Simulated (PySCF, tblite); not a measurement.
# C₃H₇SeSi₂ radical: geometry, infrared bands and EPR parameters

What infrared bands and EPR parameters should C₃H₇SeSi₂ radical (`CC#C[SiH][Se][SiH3]`) show?

Programs: tblite 0.8.0 and PySCF 2.14.0, with density-fitted response routines of our own. Each step states its level of theory. These are calculated values for one molecule in the gas phase, unless marked as measured. Atoms are numbered from 0 throughout.

### 1 Starting geometry

13 atoms, charge 0, multiplicity 2; geometry from: force field or distance geometry start.

Bonds of the start (Å): C0–C1 1.47, C1–C2 1.19, C2–Si3 1.82, Si3–Se4 2.27, Se4–Si5 2.27, C0–H6 1.11, C0–H7 1.12, C0–H8 1.11, Si3–H9 1.49, Si5–H10 1.47, Si5–H11 1.47, Si5–H12 1.47.

### 2 Optimising the geometry with GFN2-xTB

The job: settings as JSON, then the geometry in Å.

```
{"job": {"kind": "relax", "xc": "GFN2-xTB", "basis": "xTB"}, "charge": 0, "multiplicity": 2}
C      2.898900     0.559000     0.095700
C      1.675400    -0.161700    -0.294300
C      0.691400    -0.768100    -0.594200
Si    -0.828200    -1.651100    -1.072800
Se    -2.491600    -0.169200    -1.524900
Si    -2.564900     0.512100     0.642400
H      3.406800     0.928500    -0.819600
H      2.621900     1.431000     0.739700
H      3.571700    -0.117000     0.660600
H     -1.247100    -2.539600     0.042800
H     -3.613400     1.526900     0.804400
H     -2.859300    -0.641800     1.512400
H     -1.266200     1.091400     1.032900
```

Run with:

```bash
$ OMP_NUM_THREADS=1 python probes_run.py task.json out
```

One launch serves the whole session: the jobs run in the order shown.

What it wrote:

```text
step      E/eV     max force
  0    -450.67958    2.585
  1    -450.66385    4.012
  2    -450.75633    0.521
  3    -450.76726    0.336
  4    -450.77377    0.330
  5    -450.77829    0.203
  6    -450.78156    0.166
  7    -450.78444    0.180
  8    -450.78696    0.160
  9    -450.78862    0.097
 10    -450.78967    0.106
 11    -450.79052    0.110
 12    -450.79136    0.074
 13    -450.79229    0.090
 14    -450.79349    0.123
 15    -450.79524    0.205
 16    -450.79748    0.232
 17    -450.79961    0.178
 18    -450.80133    0.112
 19    -450.80295    0.113
 20    -450.80476    0.145
 21    -450.80676    0.150
 22    -450.80844    0.137
 23    -450.80951    0.116
 24    -450.81027    0.078
 25    -450.81100    0.085
 26    -450.81170    0.081
 27    -450.81221    0.061
 28    -450.81248    0.040
 29    -450.81266    0.030
 30    -450.81283    0.040
 31    -450.81300    0.045
 32    -450.81315    0.036
 33    -450.81328    0.033
 34    -450.81340    0.031
 35    -450.81353    0.032
 36    -450.81363    0.024
 37    -450.81368    0.023
 38    -450.81372    0.021
 39    -450.81377    0.024
 40    -450.81386    0.031
 41    -450.81400    0.036
 42    -450.81413    0.033
 43    -450.81421    0.016
 44    -450.81425    0.017
 45    -450.81429    0.020
 46    -450.81436    0.033
 47    -450.81446    0.044
 48    -450.81460    0.044
 49    -450.81471    0.034
 50    -450.81481    0.025
 51    -450.81489    0.026
 52    -450.81496    0.027
 53    -450.81503    0.028
 54    -450.81511    0.023
 55    -450.81520    0.023
 56    -450.81528    0.025
 57    -450.81535    0.021
 58    -450.81541    0.019
 59    -450.81546    0.018
 60    -450.81549    0.011
 61    -450.81550    0.009
```

Run time: 0.44 s. Hardware: 1 thread of Arm Neoverse V1, shared host.

Relaxation path: (not every step is listed) (the energy doesn't fall at every step)

| step | energy from step 0 (eV) | largest force (eV/Å) |
| --- | --- | --- |
| 0 | 0.0000 | 2.5853 |
| 1 | 0.0157 | 4.0122 |
| 2 | -0.0768 | 0.5210 |
| 3 | -0.0877 | 0.3356 |
| 4 | -0.0942 | 0.3302 |
| 5 | -0.0987 | 0.2026 |
| 6 | -0.1020 | 0.1664 |
| 7 | -0.1049 | 0.1799 |
| 8 | -0.1074 | 0.1601 |
| 12 | -0.1118 | 0.0745 |
| 16 | -0.1179 | 0.2323 |
| 20 | -0.1252 | 0.1452 |
| 24 | -0.1307 | 0.0778 |
| 28 | -0.1329 | 0.0399 |
| 32 | -0.1336 | 0.0361 |
| 36 | -0.1341 | 0.0239 |
| 40 | -0.1343 | 0.0314 |
| 44 | -0.1347 | 0.0166 |
| 48 | -0.1350 | 0.0445 |
| 52 | -0.1354 | 0.0274 |
| 56 | -0.1357 | 0.0248 |
| 57 | -0.1358 | 0.0210 |
| 58 | -0.1358 | 0.0194 |
| 59 | -0.1359 | 0.0177 |
| 60 | -0.1359 | 0.0112 |
| 61 | -0.1359 | 0.0087 |

Distances of close pairs at the start and the end, largest changes first:

| bond | before (Å) | after (Å) | change (Å) |
| --- | --- | --- | --- |
| Si3–Se4 | 2.273 | 2.323 | +0.049 |
| C0–C1 | 1.473 | 1.443 | -0.029 |
| C0–H7 | 1.119 | 1.090 | -0.029 |
| C0–H6 | 1.110 | 1.090 | -0.020 |
| Si3–H9 | 1.486 | 1.467 | -0.019 |
| C0–H8 | 1.108 | 1.090 | -0.019 |
| Si5–H12 | 1.475 | 1.458 | -0.017 |
| Si5–H10 | 1.468 | 1.452 | -0.016 |

The final coordinates are the input of the step that follows.

### 3 Harmonic vibrations with GFN2-xTB

The job: settings as JSON, then the geometry in Å.

```
{"job": {"kind": "ir", "xc": "GFN2-xTB", "basis": "xTB"}, "charge": 0, "multiplicity": 2}
C      2.926143     0.549418     0.094527
C      1.734535    -0.175290    -0.277007
C      0.732648    -0.798731    -0.544378
Si    -0.748519    -1.672107    -1.180720
Se    -2.593266    -0.268618    -1.326755
Si    -2.655647     0.611119     0.755571
H      3.433823     0.908942    -0.800712
H      2.668822     1.403119     0.721741
H      3.601860    -0.104484     0.645361
H     -1.067623    -2.786026    -0.280894
H     -3.719398     1.596231     0.673371
H     -2.964264    -0.460397     1.697029
H     -1.353500     1.197310     1.047955
```

What it wrote:

```text
mode    cm-1     km/mol
  1     -22.9      0.01
  2       8.1      1.60
  3      47.3      0.39
  4      54.4      0.05
  5      82.2      0.99
  6     145.7      5.03
  7     188.8      8.34
  8     300.9      2.45
  9     312.8      5.88
 10     329.5     53.38
 11     378.3     21.95
 12     459.6     32.76
 13     519.4     36.86
 14     534.1     26.81
 15     563.7     29.65
 16     602.1    267.22
 17     754.5    378.44
 18     763.9    429.31
 19     782.5    192.20
 20    1010.1      8.03
 21    1012.5      4.65
 22    1105.8      1.65
 23    1380.3      3.41
 24    1443.3      7.29
 25    1444.5      7.89
 26    2200.8    254.76
 27    2269.2    181.58
 28    2288.4    285.68
 29    2304.3    189.95
 30    2356.4    225.73
 31    2998.7     13.32
 32    3002.4     13.97
 33    3008.9     20.59
```

Run time: 0.46 s. Hardware: 1 thread of Arm Neoverse V1, shared host.

Which atoms move in the most intense modes:

| cm⁻¹ | km/mol | atoms |
| --- | --- | --- |
| 602 | 267.2 | H9 43 %, Si3 35 %, C0 11 % |
| 754 | 378.4 | H10 49 %, H12 41 % |
| 764 | 429.3 | H10 49 %, H11 40 % |
| 782 | 192.2 | H11 49 %, H12 47 % |
| 2201 | 254.8 | H9 96 % |
| 2288 | 285.7 | H11 95 % |
| 2304 | 189.9 | H12 96 % |
| 2356 | 225.7 | H10 96 % |

### 4 EPR parameters: B3LYP/def2-TZVP-core+pcH-1

The job, as its differences from that of step 3:

```diff
@@ -1,2 +1,2 @@
-{"job": {"kind": "ir", "xc": "GFN2-xTB", "basis": "xTB"}, "charge": 0, "multiplicity": 2}
+{"job": {"kind": "epr", "basis": "pcH-1"}, "charge": 0, "multiplicity": 2}
 C      2.926143     0.549418     0.094527
```

With the program's defaults for keys left out, this is: UKS B3LYP, def2-TZVP-core on Se, pcH-1 on C H Si, non-relativistic, mean-field spin-orbit, GIAO.

What it wrote:

```text
UKS, coarse grid
  cycle   1  E = -3099.02848563  |g| = 1.47e+00
  cycle   2  E = -3099.00674331  |g| = 6.04e-01
  cycle   3  E = -3099.05371545  |g| = 3.57e-01
  cycle   4  E = -3099.10840478  |g| = 8.87e-02
  cycle   5  E = -3099.11118169  |g| = 5.00e-02
  cycle   6  E = -3099.11242539  |g| = 1.26e-02
  cycle   7  E = -3099.11252299  |g| = 3.44e-03
  cycle   8  E = -3099.11252813  |g| = 1.03e-03
  cycle   9  E = -3099.11252803  |g| = 4.33e-04
UKS, final grid
  cycle   1  E = -3099.11256022  |g| = 3.73e-04
  cycle   2  E = -3099.11256012  |g| = 5.98e-04
  cycle   3  E = -3099.11256028  |g| = 1.49e-04
  cycle   4  E = -3099.11256029  |g| = 3.43e-05
  cycle   5  E = -3099.11256029  |g| = 1.41e-05
E = -3099.11256029 Eh   <S^2> = 0.7541 (exact 0.7500)
g shifts (ppm)      1          2          3
  rmc          -152       -152       -152
  gc             34         78         86
  oz_so        -617       5586      19317
  total        -734       5513      19253
hyperfine (MHz)  atom isotope    a_iso     a_fc   dipolar eigenvalues
    0   13C      -5.33      -5.33     -0.52      0.10      0.42
    1   13C      15.03      15.06    -12.91    -11.46     24.37
    2   13C      19.01      18.94     -7.99     -1.70      9.69
    3  29Si    -640.66    -640.89   -150.63     74.35     76.28
    4  77Se     172.66     171.49    -27.06    -20.66     47.71
    5  29Si     -27.41     -27.48     -8.39      3.82      4.57
    6    1H      21.74      21.74     -1.29     -0.75      2.03
    7    1H      14.86      14.86     -1.20     -0.98      2.18
    8    1H       1.57       1.57     -1.09     -0.98      2.07
    9    1H      89.56      89.49     -7.54      0.55      6.98
   10    1H      21.55      21.56     -1.14     -0.15      1.29
   11    1H      -1.41      -1.40     -1.36     -0.41      1.78
   12    1H      -0.74      -0.75     -1.40     -0.25      1.65
```

Wall time 3.7 min (1 thread of Arm Neoverse V1, shared host); peak memory 1.3 GiB.

Principal g values 2.00159, 2.00783, 2.02157; g(iso) = 2.01033, against 2.00232 for a free electron.

Mean a(iso) over the nuclei that a row names, and the largest dipolar term of the row (other rows stand at the frozen geometry):

| nuclei | isotope | a(iso) (MHz) | a(iso) (G, at g = 2.0023) | largest dipolar term (MHz) |
| --- | --- | --- | --- | --- |
| Si3 | 29Si | -640.7 | -228.6 | -150.6 |
| Se4 | 77Se | 172.7 | 61.6 | 47.7 |
| H9 | 1H | 89.6 | 32.0 | -7.5 |
| Si5 | 29Si | -27.4 | -9.8 | -8.4 |
| C2 | 13C | 19.0 | 6.8 | 9.7 |
| C1 | 13C | 15.0 | 5.4 | 24.4 |
| H6, H7, H8 | 1H | 12.7 | 4.5 | 2.2 |
| H10, H11, H12 | 1H | 6.5 | 2.3 | 1.8 |
| C0 | 13C | -5.3 | -1.9 | -0.5 |

Mulliken spin populations:

C0 -0.01; C1 0.16; C2 -0.08; Si3 0.84; Se4 0.02; Si5 0.02; H6 0.01; H7 0.01; H8 0.00; H9 0.03; H10 0.01; H11 0.00; H12 0.00

In first order the couplings over 0.8 MHz of 1H give 32 distinct lines over 52.5 G, if the averaged nuclei exchange fast; the same motion can average rows kept apart here too.

Orbitals, density, ELF and potential are computed afterwards from the orbital file.

ELF in a plane through or near 6 of the atoms.

Ten even steps from ' ' (0.00) to '@' (1.00):
```
                                                        
                                                        
                                                        
                                                        
                              --==::    ..==++==        
            ==@@@@##..      ##@@@@@@==::**@@@@@@**      
          ..%%@@@@@@::      @@@@@@@@@@--%%@@@@@@##      
          ..**@@@@%%..      ++@@@@@@====..%%@@%%==      
        ..::++**%%==......    %%@@@@..==++::++--..      
        ::++**++::%%******==    ..--......::..          
        ::++**++%%----%%%%**--    ::==++==::            
          ..::..==++**##::**##--::----====::..          
                --##%%**::##%%::::==--==++==::..        
                ::++****##%%......==::::====--..        
                  ::--::----..::++##--    ....          
                        ..::++%%@@%%==                  
                          ::==++++--..                  
                          ..::::::..                    
                                                        
                                                        
```
The map spans 12.5 Å across and 10.5 Å up, centred on the molecule. Atoms in the plane (x, y in Å): C0 (-2.9, 0.4), C1 (-1.7, -0.4), C2 (-0.7, -1.0), Si5 (2.7, 0.9), H7 (-2.7, 1.5), H12 (1.3, 1.5).

log10 of the density (e/Å³) in the same plane.

Ten even steps from ' ' (-4.0) to '@' (2.0):
```
                                                        
                                                        
                                                        
                              ....................      
          ....::::....    ..::::::------------::::..    
        ..::----==--::....::--================----..    
      ..::--==++++==--::::::==++****++++++**++==--::..  
    ..::--==++**##++==------==++******##****++==--::..  
    ..--==++**####++++====--==++++****@@%%**++==--::..  
    ..--==++**%%##****++++========++++****++==--::..    
    ..--==++******##%%##**++========++++++++==--::..    
    ..::--====++++**######**++++++++++++++====--::..    
      ..::----====++****##****++++++++++====----::..    
        ....::----==++++**********++++====----::..      
            ..::::--======++++****++++==----::::..      
                ..::::----==++++++++==--::::....        
                  ....::----========--::....            
                      ..::::--------::....              
                        ....::::::::..                  
                              ..                        
```
The map spans 12.5 Å across and 10.5 Å up, centred on the molecule. Atoms in the plane (x, y in Å): C0 (-2.9, 0.4), C1 (-1.7, -0.4), C2 (-0.7, -1.0), Si5 (2.7, 0.9), H7 (-2.7, 1.5), H12 (1.3, 1.5).

On the surface of density 0.002 e/bohr³ the electrostatic potential runs, from the 1st to the 99th percentile, from -0.83 V near Se4 to 1.12 V near H10.

The spin density lies nearest to Si3 63 %; C1 11 %; H9 9 %; Se4 6 %.

### 5 Results

| quantity | value |
| --- | --- |
| strongest single infrared mode (GFN2-xTB) | 764 cm⁻¹, 429 km/mol |
| zero-point energy (GFN2-xTB) | 49.5 kcal/mol |
| g(iso) (B3LYP) | 2.01033 |
| ⟨S²⟩ | 0.754 (exact 0.75) |
| largest a(iso) (averaged by class) | 29Si on Si3, -640.7 MHz |
| potential on the surface of density 0.002 e/bohr³, 1st and 99th percentile | -0.83 V and 1.12 V |

What this shows: Over 61 steps the energy fell by 0.136 eV; of the close pairs, Si3–Se4 changed most, 2.273 to 2.323 Å. The lowest mode is imaginary (23i cm⁻¹), so the xTB geometry is not a minimum: the zero-point energy counts the real modes alone, and all values at this geometry belong to a saddle point. The strongest single mode, at 764 cm⁻¹, moves mainly H10 and H11. GFN2-xTB is a fitted tight-binding method: band positions and strengths are rough. Its intensities can rank the bands wrongly. Most of the unpaired spin sits on Si3 (0.84 e). The isotropic g lies 8.0 ppt above the free-electron value. The hyperfine terms hold no scalar relativity, which the heavier nuclei need. These values are for one conformer; the search (at its own cheap level) found 2 more, at 0.24, 0.34 kcal/mol, and measured spectra average over such forms.
